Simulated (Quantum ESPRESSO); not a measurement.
# PtSeS5 (P4/mmm) in Quantum ESPRESSO: reference runs

Aim: a first look at PtSeS5 with PBE, on the cell as given.

Everything below comes from runs of Quantum ESPRESSO 7.5. Logs are shortened: lines on timing, memory, paths and dates and some standing lists are left out, and cuts for length are marked.

### 1 The structure

It takes space group P4/mmm (No. 123, tetragonal). The conventional cell has a = 4.615 Å, b = 4.615 Å, c = 7.406 Å, α = 90.00°, β = 90.00°, γ = 90.00°. Around Pt (site symmetry 4/mmm) lie 8 S at 2.74 Å. Se (site symmetry 4/mmm) has 12 S at 3.21 to 3.26 Å as nearest neighbours. S (site symmetry 2mm) has 2 Pt at 2.74 Å and 1 S at 2.94 Å as nearest neighbours. Around S (site symmetry 4/mmm) lie 8 S at 3.21 Å and 4 Se at 3.26 Å.

The cell was built by a generator and needn't be a form met in nature.

### 2 Single point, PBE

Contents of pw.in:

```
&CONTROL
  calculation = 'scf'
  prefix = 'pwscf'
  outdir = './tmp'
  pseudo_dir = './pseudo'
  tprnfor = .true.
  tstress = .true.
  disk_io = 'nowf'
/
&SYSTEM
  ibrav = 0
  nat = 7
  ntyp = 3
  ecutwfc = 55
  ecutrho = 440
  nbnd = 36
  occupations = 'smearing'
  smearing = 'fd'
  degauss = 0.00367493
/
&ELECTRONS
  conv_thr = 1.4d-09
  electron_maxstep = 120
  mixing_beta = 0.5
/
ATOMIC_SPECIES
Pt   195.0840 pt_pbe_v1.4.uspp.F.UPF
Se    78.9710 Se_pbe_v1.uspp.F.UPF
S     32.0600 s_pbe_v1.4.uspp.F.UPF
CELL_PARAMETERS angstrom
   4.6146496000    0.0000000000    0.0000000000
   0.0000000000    4.6146496000    0.0000000000
   0.0000000000    0.0000000000    7.4057495800
ATOMIC_POSITIONS crystal
Pt     0.0000000000    0.0000000000    0.5000000000
Se     0.0000000000    0.0000000000    0.0000000000
S      0.0000000000    0.5000000000    0.3014319200
S      0.0000000000    0.5000000000    0.6985680800
S      0.5000000000    0.0000000000    0.3014319200
S      0.5000000000    0.0000000000    0.6985680800
S      0.5000000000    0.5000000000    0.0000000000
K_POINTS automatic
6 6 4 0 0 0
```

Potentials or basis: SSSP 1.3 efficiency PBE.

On the command line:

```bash
> OMP_NUM_THREADS=1 pw.x -in pw.in > pw.out
```

pw.out:

```text
This program is part of the open-source Quantum ESPRESSO suite
     for quantum simulation of materials; please cite
[... 9 lines left out ...]
     --------------------
     sticks:   dense  smooth     PW     G-vecs:    dense   smooth      PW
     Sum        2661    1321    385               165633    58523    9099

     Using Slab Decomposition

     bravais-lattice index     =            0
     lattice parameter (alat)  =       8.7204  a.u.
     unit-cell volume          =    1064.2486 (a.u.)^3
     number of atoms/cell      =            7
     number of atomic types    =            3
     number of electrons       =        52.00
     number of Kohn-Sham states=           36
     kinetic-energy cutoff     =      55.0000  Ry
     charge density cutoff     =     440.0000  Ry
     scf convergence threshold =      1.4E-09
     mixing beta               =       0.5000
     number of iterations used =            8  plain     mixing
     Exchange-correlation=  SLA  PW   PBX  PBC
                           (   1   4   3   4   0   0   0)

     celldm(1)=   8.720424  celldm(2)=   0.000000  celldm(3)=   0.000000
     celldm(4)=   0.000000  celldm(5)=   0.000000  celldm(6)=   0.000000

     crystal axes: (cart. coord. in units of alat)
               a(1) = (   1.000000   0.000000   0.000000 )
               a(2) = (   0.000000   1.000000   0.000000 )
               a(3) = (   0.000000   0.000000   1.604835 )

     reciprocal axes: (cart. coord. in units 2 pi/alat)
               b(1) = (  1.000000  0.000000  0.000000 )
               b(2) = (  0.000000  1.000000  0.000000 )
               b(3) = (  0.000000  0.000000  0.623117 )

     PseudoPot. # 1 for Pt read from file:
     pt_pbe_v1.4.uspp.F.UPF
     Pseudo is Ultrasoft + core correction, Zval = 16.0
     Generated by new atomic code, or converted to UPF format
     Using radial grid of  985 points,  6 beta functions with:
                l(1) =   0
                l(2) =   0
                l(3) =   1
                l(4) =   1
                l(5) =   2
                l(6) =   2
     Q(r) pseudized with  8 coefficients,  rinner =    1.300   1.300   1.300
                                                       1.300   1.300

     PseudoPot. # 2 for Se read from file:
     Se_pbe_v1.uspp.F.UPF
     Pseudo is Ultrasoft + core correction, Zval =  6.0
     Generated by new atomic code, or converted to UPF format
     Using radial grid of  877 points,  6 beta functions with:
                l(1) =   0
                l(2) =   0
                l(3) =   1
                l(4) =   1
                l(5) =   2
                l(6) =   2
     Q(r) pseudized with  8 coefficients,  rinner =    1.300   1.300   1.300
                                                       1.300   1.300

     PseudoPot. # 3 for S  read from file:
     s_pbe_v1.4.uspp.F.UPF
     Pseudo is Ultrasoft + core correction, Zval =  6.0
     Generated by new atomic code, or converted to UPF format
[... 31 lines left out ...]
        k(    2) = (   0.0000000   0.0000000   0.1557793), wk =   0.0277778
        k(    3) = (   0.0000000   0.0000000  -0.3115586), wk =   0.0138889
        k(    4) = (   0.0000000   0.1666667   0.0000000), wk =   0.0555556
        k(    5) = (   0.0000000   0.1666667   0.1557793), wk =   0.1111111
        k(    6) = (   0.0000000   0.1666667  -0.3115586), wk =   0.0555556
[... 22 lines left out ...]
        k(   29) = (  -0.5000000  -0.5000000   0.1557793), wk =   0.0277778
        k(   30) = (  -0.5000000  -0.5000000  -0.3115586), wk =   0.0138889

     Dense  grid:   165633 G-vectors     FFT dimensions: (  60,  60,  96)

     Smooth grid:    58523 G-vectors     FFT dimensions: (  45,  45,  72)

     Initial potential from superposition of free atoms

     starting charge      51.4997, renormalised to      52.0000

     negative rho (up, down):  1.862E-01 0.000E+00
     Starting wfcs are   36 randomized atomic wfcs

     Self-consistent Calculation

     iteration #  1     ecut=    55.00 Ry     beta= 0.50
     Davidson diagonalization with overlap
     ethr =  1.00E-02,  avg # of iterations =  5.0

     negative rho (up, down):  1.698E-01 0.000E+00
[... 130 lines left out ...]
     iteration # 16     ecut=    55.00 Ry     beta= 0.50
     Davidson diagonalization with overlap
     ethr =  4.74E-11,  avg # of iterations =  3.2

     negative rho (up, down):  1.788E-01 0.000E+00

     End of self-consistent calculation

          k = 0.0000 0.0000 0.0000 (  7373 PWs)   bands (ev):

   -46.9207 -46.9207 -46.8691  -8.0601  -6.5555  -6.1858  -6.0010  -5.1752
    -5.0457   1.2456   1.2456   1.5543   1.6950   1.6950   1.8530   3.0869
     3.2698   3.7377   3.9938   3.9938   4.8951   4.9956   4.9956   5.1425
     5.1425   5.6239   6.0331   6.8813   6.8813   6.9142   6.9142   6.9787
     8.4159  12.1232  12.6607  13.3591
[... 203 lines left out ...]
   -46.9210 -46.9209 -46.8690  -6.6137  -6.5513  -6.4349  -6.1984  -5.6827
    -5.5737  -0.0869   1.3078   1.8199   1.9257   1.9470   2.0513   2.4917
     2.6261   3.4011   3.6492   3.6594   3.7285   3.7461   5.3565   5.9353
     5.9973   6.0393   6.1754   6.6865   6.7359   6.8695   7.0689   7.4084
    10.2423  13.2276  13.9700  14.0770

          k =-0.5000-0.5000 0.0000 (  7308 PWs)   bands (ev):

   -46.9210 -46.9210 -46.8690  -6.5837  -6.5837  -6.2115  -5.8686  -5.8686
    -5.8245   0.0795   1.1183   1.1808   1.1808   1.5049   2.0504   2.0606
     3.0987   3.0987   3.3416   4.4982   4.7357   4.7357   5.9455   6.0148
     6.0170   6.0999   6.0999   6.2684   6.7298   6.9498   6.9498   7.2592
     9.7877  12.8579  13.6916  13.6916

          k =-0.5000-0.5000 0.1558 (  7392 PWs)   bands (ev):

   -46.9210 -46.9210 -46.8690  -6.5590  -6.5590  -6.2060  -5.9055  -5.9055
    -5.8237  -0.2233   1.2341   1.4202   1.4202   1.6490   2.0615   2.5560
     3.0081   3.0081   3.2871   4.0598   4.0598   4.1869   5.6103   5.9637
     5.9989   6.2836   6.6317   6.6317   6.7106   7.0959   7.0959   7.2791
    10.1904  13.1898  13.5306  13.5306

          k =-0.5000-0.5000-0.3116 (  7352 PWs)   bands (ev):

   -46.9210 -46.9210 -46.8690  -6.5315  -6.5315  -6.2005  -5.9451  -5.9451
    -5.8230  -0.4193   1.0834   1.7957   1.7957   2.0623   2.1691   2.7314
     2.7314   3.1660   3.1900   3.6327   3.6446   3.6446   5.2111   5.9781
     5.9835   6.3004   6.6900   6.7812   6.7812   7.2986   7.4250   7.4250
    10.5868  13.3105  13.3105  13.6751

     the Fermi energy is     5.9323 ev

!    total energy              =    -374.25115768 Ry
     estimated scf accuracy    <          9.4E-10 Ry
     smearing contrib. (-TS)   =      -0.00736968 Ry
     internal energy E=F+TS    =    -374.24378800 Ry

     The total energy is F=E-TS. E is the sum of the following terms:
     one-electron contribution =    -108.91665339 Ry
     hartree contribution      =      77.38335556 Ry
     xc contribution           =    -127.33290611 Ry
     ewald contribution        =    -215.37758406 Ry

     convergence has been achieved in  16 iterations

     negative rho (up, down):  1.788E-01 0.000E+00

     Forces acting on atoms (cartesian axes, Ry/au):

     atom    1 type  1   force =     0.00000000    0.00000000    0.00000000
     atom    2 type  2   force =     0.00000000    0.00000000    0.00000000
     atom    3 type  3   force =     0.00000000    0.00000000    0.02899594
     atom    4 type  3   force =     0.00000000    0.00000000   -0.02899594
     atom    5 type  3   force =     0.00000000    0.00000000    0.02899594
     atom    6 type  3   force =     0.00000000    0.00000000   -0.02899594
     atom    7 type  3   force =     0.00000000    0.00000000    0.00000000

     Total force =     0.057992     Total SCF correction =     0.000026

     Computing stress (Cartesian axis) and pressure

     negative rho (up, down):  1.788E-01 0.000E+00
          total   stress  (Ry/bohr**3)                   (kbar)     P=     -127.10
  -0.00090195   0.00000000   0.00000000         -132.68        0.00        0.00
   0.00000000  -0.00090195   0.00000000            0.00     -132.68        0.00
   0.00000000   0.00000000  -0.00078805            0.00        0.00     -115.93

=------------------------------------------------------------------------------=
   JOB DONE.
=------------------------------------------------------------------------------=
```

Run time: 5.5 min. Hardware: 1 thread of Intel Xeon Platinum 8259CL at 2.50GHz (Skylake/Cascade Lake), shared host; peak memory 0.75 GiB.

What came out:

```
Free energy            : -5091.9464 eV
Pressure               : -12.7 GPa
Largest force          : 0.746 eV/Å
Band gap on the k mesh : none (metal or under the smearing width)
```

Forces in eV/Å, atoms in the order of the input:
```
Pt   0.000  0.000  0.000
Se   0.000  0.000  0.000
S    0.000  0.000  0.746
S    0.000  0.000 -0.746
S    0.000  0.000  0.746
S    0.000  0.000 -0.746
S    0.000  0.000  0.000
```

The run has no spin-orbit coupling, so splittings on Pt are missing.
